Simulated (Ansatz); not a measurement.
# Ru: the crystal squeezed far

An exercise on one series of results from a longer session: the logs are not shown, and one member is left open.

Program: Ansatz 0.2.0. Level of theory: DFT PBE, with the methods named in each step. These are calculated values, not measurements.

### The structure to begin with

Symmetry: P6_3/mmc, No. 194, hexagonal system. The conventional cell has a = 2.697 Å, b = 2.697 Å, c = 4.370 Å, α = 90.00°, β = 90.00°, γ = 120.00°. Ru (site symmetry -6m2) has 12 Ru at 2.68 to 2.70 Å as nearest neighbours.

Structure file:

```
Ru
1.0
     2.69744    0.00000    0.00000
    -1.34872    2.33605    0.00000
     0.00000    0.00000    4.36985
Ru
2
Direct
  0.33333 0.66667 0.25000
  0.66667 0.33333 0.75000
```

Whether this phase is the stable one at these pressures isn't tested.

Atoms are numbered in the order of the input: Ru1, Ru2.

Set-up of the first run:

input.yaml

```yaml
crystal:
  lattice:
    - [2.6974396414, 0.0, 0.0]
    - [-1.3487198207, 2.3360512546, 0.0]
    - [0.0, 0.0, 4.3698522191]
  atoms:
    - { symbol: Ru, position: [0.3333333333, 0.6666666667, 0.25] }
    - { symbol: Ru, position: [0.6666666667, 0.3333333333, 0.75] }
kpoints:
  mp_grid: { grid: [18, 18, 10] }
scf:
  occupations: { method: fermi_dirac, width: 0.08 }
hamiltonian:
  xc: pbe
  pseudopotentials: { kind: paw }
output:
  forces: true
  stress: true
  write_density: true
  write_potential: true
  elf: true
  volumetric_format: npy
relax:
  f_tol: 0.005
  max_steps: 40
  cell: {}
```

Command:

```bash
$ ansatz run input.yaml --threads 1 --pin off --max-ram 2048MiB --backend cpu --events-out ev --progress --plain --runs-dir out
```

Among the steps run: Cell relaxed at zero pressure, PAW; Volume scaled by 1, PAW; Shape and atoms relaxed at 0.88 of the volume, PAW; Volume scaled by 0.88, PAW; Volume scaled by 0.88, PAW (level accurate); Shape and atoms relaxed at 0.78 of the volume, PAW; Volume scaled by 0.78, PAW; Shape and atoms relaxed at 0.68 of the volume, PAW; Volume scaled by 0.68, PAW; Shape and atoms relaxed at 0.58 of the volume, PAW; Volume scaled by 0.58, PAW; Shape and atoms relaxed at 0.5 of the volume, PAW; Volume scaled by 0.5, PAW; Shape and atoms relaxed at 0.43 of the volume, PAW; Volume scaled by 0.43, PAW; Volume scaled by 0.43, PAW (source ansatz).

One table of the session follows, with a row left open; its other results are not shown here.

| method | volume over the first | volume (Å³/atom) | pressure (GPa) |
| --- | --- | --- | --- |
| PAW | 1 | 13.770 | 0.00 |
| PAW | 0.88 | 12.118 | 54.06 |
| PAW | 0.78 | 10.741 | 139.26 |
| PAW | 0.68 | 9.364 | 294.76 |
| PAW | 0.58 | 7.987 | 588.49 |
| PAW | 0.5 | ? | ? |
| PAW | 0.43 | 5.921 | 1705.13 |
| PAW (level accurate) | 0.88 | 12.118 | 53.99 |
| PAW (source ansatz) | 0.43 | 5.921 | 1709.18 |

Q: Estimate the row for PAW, 0.5 from the others.

As computed: volume (Å³/atom): 6.885; pressure (GPa): 1026.67. In the column «volume (Å³/atom)» it lies between PAW (source ansatz), 0.43 (5.921) and PAW, 0.58 (7.987).
